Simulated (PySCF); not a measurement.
# [TbH4]−: other functionals and bases at one geometry

One table from this session's results is given with a row withheld; the runs are named, their logs left out.

Method: several levels, as the steps say, no spin–orbit coupling; program: PySCF 2.14.0.

1 further run of the same task is left out (for a known fault of the program).

**Where the work starts**

5 atoms, charge -1, spin multiplicity 1.

Bond lengths: Tb1–H2 2.101 Å, Tb1–H3 2.101 Å, Tb1–H4 2.101 Å, Tb1–H5 2.101 Å. Angles: H2–Tb1–H3 109.5°, H2–Tb1–H4 109.5°, H2–Tb1–H5 109.5°, H3–Tb1–H4 109.5°, H3–Tb1–H5 109.5°, H4–Tb1–H5 109.5°.

Geometry (Å):

```
Tb    0.00000    0.00000    0.00000
H     1.21294    1.21294    1.21294
H    -1.21294   -1.21294    1.21294
H     1.21294   -1.21294   -1.21294
H    -1.21294    1.21294   -1.21294
```

Formal oxidation states: Tb +3. Each metal's 8 4f electrons lie in its core potential, so multiplicities, spins and levels count the valence alone. An earlier session relaxed this geometry at PBE0, Tb lcecp-1-SVP with ECP54, H def2-SVP (singlet, point group Td).

At PBE0 on the finer grid: E = -38.835783 Eh, HOMO -2.14 eV, LUMO 3.94 eV, Mulliken charge on Tb1 +0.26 e, largest force component 0.002 eV/Å. 

Levels to run: wB97X; BP86; PBE0, TZVP. Hardware: 2 threads of Arm Neoverse V1, shared host.

Set-up of the first run:

File run.py (the lines that set the calculation):

```python
mol = gto.M(atom='''
Tb     0.00000     0.00000     0.00000
H      1.21294     1.21294     1.21294
H     -1.21294    -1.21294     1.21294
H      1.21294    -1.21294    -1.21294
H     -1.21294     1.21294    -1.21294''',
    basis={'Tb': 'lcecp-1-SVP', 'H': 'def2-SVP'},
    ecp={'Tb': 'lcecp-1-SVP'},
    charge=-1, spin=0)
mf = dft.RKS(mol, xc='WB97X')
mf.grids.atom_grid = (75, 302)  # f atoms: unpruned, at least (60, 302)
mf = mf.density_fit()  # fitting sets: Tb AutoAux, H def2-universal-JKFIT
mf.conv_tol = 1e-08; mf.max_cycle = 55
mf.kernel(dm0)  # dm0: the density of the relaxed state
```

Launch:

```
OMP_NUM_THREADS=2 python run.py
```

Among the steps run: wB97X; BP86; PBE0, TZVP.

One of the session's tables, all rows but one given; the rest of the session is left out.

```
              level  HOMO (eV)  gap (eV)  charge on Tb1 (e)  largest force component (eV/Å)
PBE0 (relaxed here)      -2.14      6.08               0.26                            0.00
              wB97X          ?         ?                  ?                               ?
               BP86      -1.06      4.03               0.06                            0.02
         PBE0, TZVP      -2.19      6.11               0.54                            0.00
```

**Question.** Estimate the row for wB97X.

**Answer.** HOMO (eV): -4.65; gap (eV): 10.02; charge on Tb1 (e): 0.23; largest force component (eV/Å): 0.05. In the column «HOMO (eV)» it is the lowest.

In one basis the HOMO–LUMO gap runs from 4.03 eV (BP86) to 10.02 eV (wB97X). The largest leftover force, 0.05 eV/Å with wB97X, stands at a geometry relaxed at another level. With 4f in the core, its levels are missing from HOMO and gap, and its count is fixed, so no charge can pass from the ligands into it. Total energies of different levels can't be compared.
